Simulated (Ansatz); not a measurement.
# C6H19HfN3O: the cost of one run

Computed with Ansatz 0.2.0, Gaussian basis. Level: one geometry, several basis sets.

Plan: PBE0-D4/def2-SVP; ωB97M-V/def2-SVP; PBE0-D4/def2-QZVPP; ωB97M-V/def2-QZVPP; the functionals' def2-TZVPP values are taken from earlier runs.

### 1 The geometry

An earlier PBE0-D4 in a triple-zeta def2 set relaxation fixed the geometry. Hf takes the def2 core potential; no spin-orbit term is included.

30 atoms, charge 0, spin multiplicity 1.

Atoms are counted from 1 here; the program's logs count them from 0.

Bond lengths: C1–N2 1.443 Å, C1–H12 1.101 Å, C1–H13 1.096 Å, C1–H14 1.101 Å, N2–C3 1.440 Å, N2–Hf4 2.046 Å, C3–H15 1.092 Å, C3–H16 1.101 Å, C3–H17 1.101 Å, Hf4–O5 1.952 Å, Hf4–N6 2.046 Å, Hf4–N9 2.049 Å, O5–H18 0.951 Å, N6–C7 1.439 Å, N6–C8 1.443 Å, C7–H19 1.101 Å, C7–H20 1.092 Å, C7–H21 1.101 Å and more. Angles: N2–C1–H12 111.8°, N2–C1–H13 111.1°, N2–C1–H14 112.0°, H12–C1–H13 107.2°, H12–C1–H14 107.3°, H13–C1–H14 107.1°, C1–N2–C3 112.1°, C1–N2–Hf4 119.3°, C3–N2–Hf4 128.5°, N2–C3–H15 110.6°, N2–C3–H16 111.7°, N2–C3–H17 111.8°, H15–C3–H16 107.8°, H15–C3–H17 107.7°, H16–C3–H17 106.9°, N2–Hf4–O5 111.2°, N2–Hf4–N6 106.0°, N2–Hf4–N9 107.9° and more.

As a file:

```xyz
30
charge 0, multiplicity 1
C    -2.98860   -0.64145   -0.54475
N    -1.61375   -0.99717   -0.28861
C    -1.47894   -2.36424    0.14361
Hf   -0.14066    0.37722   -0.64611
O    -0.46714    1.34753   -2.30803
N    -0.07506    1.57576    1.01081
C    -0.82470    1.52262    2.23799
C     0.83308    2.69701    0.97277
N     1.64914   -0.61888   -0.71017
C     2.09054   -1.23570   -1.93804
C     2.61378   -0.77068    0.34854
H    -3.60983   -0.73105    0.35960
H    -3.06988    0.39478   -0.89263
H    -3.44297   -1.27944   -1.31820
H    -0.42856   -2.61301    0.31134
H    -2.02306   -2.54925    1.08272
H    -1.87629   -3.07059   -0.60203
H    -0.61799    2.06677   -2.91105
H    -0.16459    1.42260    3.11373
H    -1.50485    0.66835    2.23339
H    -1.42483    2.43303    2.39239
H     1.39331    2.72050    0.02920
H     1.57584    2.65129    1.78407
H     0.30838    3.66053    1.06210
H     1.35733   -1.08918   -2.73868
H     2.23667   -2.32050   -1.82177
H     3.04475   -0.81425   -2.29015
H     3.58908   -0.33528    0.07950
H     2.79215   -1.83043    0.58875
H     2.26764   -0.27688    1.25969
```

### 2 PBE0-D4 in def2-SVP

File in.yaml:

```yaml
crystal:
  periodic: [false, false, false]
  atoms:
    - {symbol: C, position_ang: [-2.988604, -0.641449, -0.544751]}
    - {symbol: N, position_ang: [-1.613746, -0.997171, -0.288605]}
    - {symbol: C, position_ang: [-1.478945, -2.364236, 0.143608]}
    - {symbol: Hf, position_ang: [-0.140662, 0.377217, -0.646110]}
    - {symbol: O, position_ang: [-0.467145, 1.347528, -2.308026]}
    - {symbol: N, position_ang: [-0.075062, 1.575760, 1.010811]}
    - {symbol: C, position_ang: [-0.824702, 1.522617, 2.237993]}
    - {symbol: C, position_ang: [0.833075, 2.697012, 0.972773]}
    - {symbol: N, position_ang: [1.649139, -0.618881, -0.710167]}
    - {symbol: C, position_ang: [2.090544, -1.235702, -1.938037]}
    - {symbol: C, position_ang: [2.613784, -0.770679, 0.348545]}
    - {symbol: H, position_ang: [-3.609826, -0.731050, 0.359600]}
    - {symbol: H, position_ang: [-3.069876, 0.394778, -0.892633]}
    - {symbol: H, position_ang: [-3.442966, -1.279435, -1.318203]}
    - {symbol: H, position_ang: [-0.428560, -2.613012, 0.311343]}
    - {symbol: H, position_ang: [-2.023061, -2.549250, 1.082721]}
    - {symbol: H, position_ang: [-1.876286, -3.070591, -0.602027]}
    - {symbol: H, position_ang: [-0.617987, 2.066775, -2.911045]}
    - {symbol: H, position_ang: [-0.164587, 1.422595, 3.113726]}
    - {symbol: H, position_ang: [-1.504852, 0.668353, 2.233390]}
    - {symbol: H, position_ang: [-1.424826, 2.433028, 2.392388]}
    - {symbol: H, position_ang: [1.393312, 2.720500, 0.029200]}
    - {symbol: H, position_ang: [1.575837, 2.651285, 1.784069]}
    - {symbol: H, position_ang: [0.308384, 3.660533, 1.062101]}
    - {symbol: H, position_ang: [1.357335, -1.089177, -2.738682]}
    - {symbol: H, position_ang: [2.236669, -2.320504, -1.821768]}
    - {symbol: H, position_ang: [3.044754, -0.814247, -2.290150]}
    - {symbol: H, position_ang: [3.589080, -0.335278, 0.079499]}
    - {symbol: H, position_ang: [2.792151, -1.830428, 0.588752]}
    - {symbol: H, position_ang: [2.267640, -0.276880, 1.259687]}
basis:
  gaussian: {orbitals: def2-SVP}
hamiltonian: {xc: pbe0, dispersion: d4}
output: {orbitals: {seedname: orbitals}}
```

On the command line:

```sh
$ ansatz run in.yaml --threads 11 --pin off --events-out ev --progress --plain --max-ram 166912MiB --backend cpu
```

Q: Estimate wall time and peak memory on 11 threads of AMD EPYC 7R13, shared host.

About 3.2 s, with a peak of 1.6 GiB.
